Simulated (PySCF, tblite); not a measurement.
**C4H5F3N radical: geometry, infrared bands and EPR parameters**

What infrared bands and EPR parameters should C4H5F3N radical (`[H]/N=C(/[C](C)F)C(F)F`) show?

The runs use tblite 0.8.0 and PySCF 2.14.0, with density-fitted response routines of our own; the level of theory stands in each step. All values are computed, except where a source is named. Atoms count from 0, in the outputs and in this text.

**1. The molecule as given**

13 atoms, charge 0, multiplicity 2; geometry from: force field or distance geometry start.

Bonds of the start (Å): C0–C1 1.48, C1–F2 1.39, C1–C3 1.45, C3–N4 1.28, C3–C5 1.50, C5–F6 1.37, C5–F7 1.37, C0–H8 1.12, C0–H9 1.12, C0–H10 1.11, N4–H11 1.03, C5–H12 1.14.

**2. Relaxing the molecule with GFN2-xTB**

Job settings and geometry (Å):

```
{"job": {"kind": "relax", "xc": "GFN2-xTB", "basis": "xTB"}, "charge": 0, "multiplicity": 2}
C      1.899300     0.382500    -0.213500
C      0.758800    -0.054400     0.628100
F      1.089700    -0.814000     1.741700
C     -0.488500    -0.400500    -0.035300
N     -0.525200    -1.392400    -0.846300
C     -1.720000     0.394400     0.270100
F     -1.516100     1.703800    -0.063000
F     -2.822300    -0.121100    -0.358000
H      1.648100     1.399600    -0.600100
H      2.802100     0.512100     0.431000
H      2.146300    -0.294700    -1.052100
H     -1.402000    -1.642000    -1.319800
H     -1.874500     0.327100     1.399600
```

Command:

```sh
> OMP_NUM_THREADS=1 python probes_run.py task.json out
```

One launch serves the whole session: the jobs run in the order shown.

**Question.** This job is followed by: GFN2-xTB harmonic vibrations, gas phase; UKS B3LYP, pcH-1 on C F H N, non-relativistic, mean-field spin-orbit, GIAO. Predict these results of the whole session: strongest single infrared mode (GFN2-xTB); zero-point energy (GFN2-xTB); g(iso) (B3LYP); ⟨S²⟩; largest a(iso) (averaged by class); potential on the surface of density 0.002 e/bohr³, 1st and 99th percentile.

**Answer**, as computed:

```
                                                                  quantity                  value
                                 strongest single infrared mode (GFN2-xTB)  1033 cm⁻¹, 158 km/mol
                                              zero-point energy (GFN2-xTB)          54.0 kcal/mol
                                                            g(iso) (B3LYP)                2.00412
                                                                      ⟨S²⟩     0.771 (exact 0.75)
                                        largest a(iso) (averaged by class)   19F on F2, 104.7 MHz
potential on the surface of density 0.002 e/bohr³, 1st and 99th percentile     -1.27 V and 1.33 V
```

The optimisation took 91 steps and gained 1.170 eV; among the close pairs (by a distance rule), C1–C3 changed most, from 1.455 to 1.398 Å. No mode is imaginary among the 33: a minimum at this level. The strongest single mode, at 1033 cm⁻¹, moves mainly C5. Unscaled tight-binding wavenumbers are off by several per cent, some by more. Its intensities can rank the bands wrongly. The largest spin populations lie on C1 (0.63 e), N4 (0.50 e). The isotropic g lies 1.8 ppt above the free-electron value. These values are for one conformer; the search (at its own cheap level) found 2 more, at 0.67, 2.02 kcal/mol, and measured spectra average over such forms.
